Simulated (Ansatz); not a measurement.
**BH₄ISi: basis-set convergence**

One table from this session's results is given with a row withheld; the runs are named, their logs left out.

The runs use Ansatz 0.2.0, Gaussian basis; one geometry, several basis sets.

The runs, in order: PBE0-D4/def2-SVP; ωB97M-V/def2-SVP; PBE0-D4/def2-QZVPP; ωB97M-V/def2-QZVPP; the functionals' def2-TZVPP values are taken from earlier runs.

**The geometry**

All runs share one geometry, relaxed beforehand with PBE0-D4 in a triple-zeta def2 set. I takes the def2 core potential; no spin-orbit term is included.

SMILES `[SiH3]BI`, 7 atoms, charge 0, spin multiplicity 1.

Atoms are counted from 1 here; the program's logs count them from 0.

Bond lengths: Si1–B2 2.009 Å, Si1–H4 1.489 Å, Si1–H5 1.489 Å, Si1–H6 1.488 Å, B2–I3 2.109 Å, B2–H7 1.191 Å. Angles: B2–Si1–H4 109.2°, B2–Si1–H5 108.7°, B2–Si1–H6 113.1°, H4–Si1–H5 108.2°, H4–Si1–H6 108.8°, H5–Si1–H6 108.7°, Si1–B2–I3 118.2°, Si1–B2–H7 127.0°, I3–B2–H7 114.8°.

Set-up of the first run:

The input, in.yaml:

```yaml
crystal:
  periodic: [false, false, false]
  atoms:
    - {symbol: Si, position_ang: [-0.704693, 0.490888, -0.213454]}
    - {symbol: B, position_ang: [0.848071, -0.530635, 0.549821]}
    - {symbol: I, position_ang: [1.991086, -1.728200, -0.756793]}
    - {symbol: H, position_ang: [-1.637749, -0.461427, -0.876121]}
    - {symbol: H, position_ang: [-0.193987, 1.436124, -1.244891]}
    - {symbol: H, position_ang: [-1.455482, 1.263636, 0.812669]}
    - {symbol: H, position_ang: [1.214155, -0.538387, 1.683068]}
basis:
  gaussian: {orbitals: def2-SVP}
hamiltonian: {xc: pbe0, dispersion: d4}
output: {orbitals: {seedname: orbitals}}
```

Run with:

```console
> ansatz run in.yaml --threads 2 --pin off --events-out ev --progress --plain --max-ram 4352MiB
```

Among the steps run: PBE0-D4 in def2-SVP; ωB97M-V in def2-SVP; PBE0-D4 in def2-QZVPP; ωB97M-V in def2-QZVPP.

One of the session's tables, all rows but one given; the rest of the session is left out.

It belongs to the step «Functionals by basis». 

| functional | basis | HOMO (eV) | LUMO (eV) |
| --- | --- | --- | --- |
| PBE0-D4 | def2-SVP | -7.38 | -2.62 |
| PBE0-D4 | def2-TZVPP | -7.41 | -2.64 |
| PBE0-D4 | def2-QZVPP | -7.42 | -2.65 |
| ωB97M-V | def2-SVP | -9.45 | -0.62 |
| ωB97M-V | def2-TZVPP | -9.51 | -0.70 |
| ωB97M-V | def2-QZVPP | ? | ? |

Estimate the missing values for ωB97M-V, def2-QZVPP.

As computed: HOMO (eV): -9.52; LUMO (eV): -0.72. In the column «HOMO (eV)» it is the lowest.
